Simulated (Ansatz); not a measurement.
# FHOS2W: the cost of one run

The runs use Ansatz 0.2.0, Gaussian basis; the settings change from run to run.

## 1. The relaxed structure

An earlier PBE0-D4 in a triple-zeta def2 set relaxation fixed the geometry. W takes a core potential in def2 sets; no spin-orbit term is included.

SMILES `[OH][W]([F])(=[S])=[S]`, 6 atoms, charge 0, spin multiplicity 1.

Atoms are counted from 1 here; the program's logs count them from 0.

Bond lengths: O1–W2 1.862 Å, O1–H6 0.962 Å, W2–F3 1.849 Å, W2–S4 2.118 Å, W2–S5 2.119 Å. Angles: W2–O1–H6 123.6°, O1–W2–F3 111.2°, O1–W2–S4 109.6°, O1–W2–S5 108.1°, F3–W2–S4 109.4°, F3–W2–S5 109.5°, S4–W2–S5 109.1°.

## 2. B2GP-PLYP/def2-mTZVP

Set apart from the defaults: unrestricted orbitals, atoms shaken by 0.15 Å.

Contents of in.yaml:

```yaml
crystal:
  periodic: [false, false, false]
  atoms:
    - {symbol: O, position_ang: [-0.794177, 1.045006, -0.999749]}
    - {symbol: W, position_ang: [0.293344, -0.110915, 0.440131]}
    - {symbol: F, position_ang: [-0.822130, 0.072134, 1.940199]}
    - {symbol: S, position_ang: [0.371453, -2.023266, -0.047966]}
    - {symbol: S, position_ang: [1.938730, 0.676175, 0.396826]}
    - {symbol: H, position_ang: [-1.257200, 0.391458, -2.009054]}
basis:
  gaussian: {orbitals: def2-mTZVP}
magnetization: {spin_polarized: true, initial_magnetization: 0}
hamiltonian: {xc: {name: B2GP-PLYP}}
output: {forces: true}
```

On the command line:

```bash
ansatz run in.yaml --threads 4 --pin off --events-out ev --progress --plain --max-ram 10444MiB
```

Q: Estimate wall time and peak memory on 4 threads of Arm Neoverse V1, shared host.

About 13 s, with a peak of 0.81 GiB.
